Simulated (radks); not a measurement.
# Cr⁴⁺ in [Ar] 3d2: an all-electron calculation

Wanted: eigenvalues, radial structure and energy terms of the chromium ion Cr4+.

Program: radks (a radial shooting solver on a logarithmic mesh, Libxc functionals) version 1. Level of theory: scalar-relativistic Kohn-Sham, r2SCAN, spin-polarised, spherical densities, finite nucleus; open shells are filled with parallel spins first. These are calculated values, not measurements, unless marked.

## Step 1: What is computed

* element: chromium (Z = 24)
* charge: +4
* electrons: 20
* configuration: [Ar] 3d2
* nuclear rms radius: 3.6452 fm

Outer shells as boxes (Hund's rule):

Cr⁴⁺
```
[Ar] core
3d [↑ ][↑ ][  ][  ][  ]
```

## Step 2: The calculation

The run's settings:

```text
Z 24
configuration [Ar] 3d2 4s0 4p0 4d0 4f0
relativity scalar-relativistic
functional r2scan,r2scan
spin polarised
nucleus finite rms 3.6452 fm
c 137.035999084
```

The run is started by

```
python run_ks.py task.json out
```

This one command runs every case of the session in turn.

Q: Predict the outcome of this run.

The runs gave:

| quantity | value |
| --- | --- |
| total energy | -1047.04498 hartree |
| exchange-correlation share of it | 4.50 % |
| −T/E | 1.0103 |
| highest occupied level | 3d up, -58.993 eV |
| most extended occupied level | 3d up, <r> = 1.01 bohr |
| radius at density 0.001 e/bohr³ | 2.52 bohr |
| maxima of the radial density | 3 |
| ionisation energy, NIST | 69.46 (semi-emp.) eV |

**Reading.** The radial density shows 3 maxima for 3 occupied principal shells. −T/E is 1.010: with relativity the kinetic term as defined here no longer equals −E. The top level binds by 58.993 eV, 85 % of the NIST ionisation energy of 69.46 eV; the potential of a semilocal functional falls off too fast, so its top eigenvalue is too shallow. Open shells are spherical and high-spin; term and fine-structure splittings are not resolved.
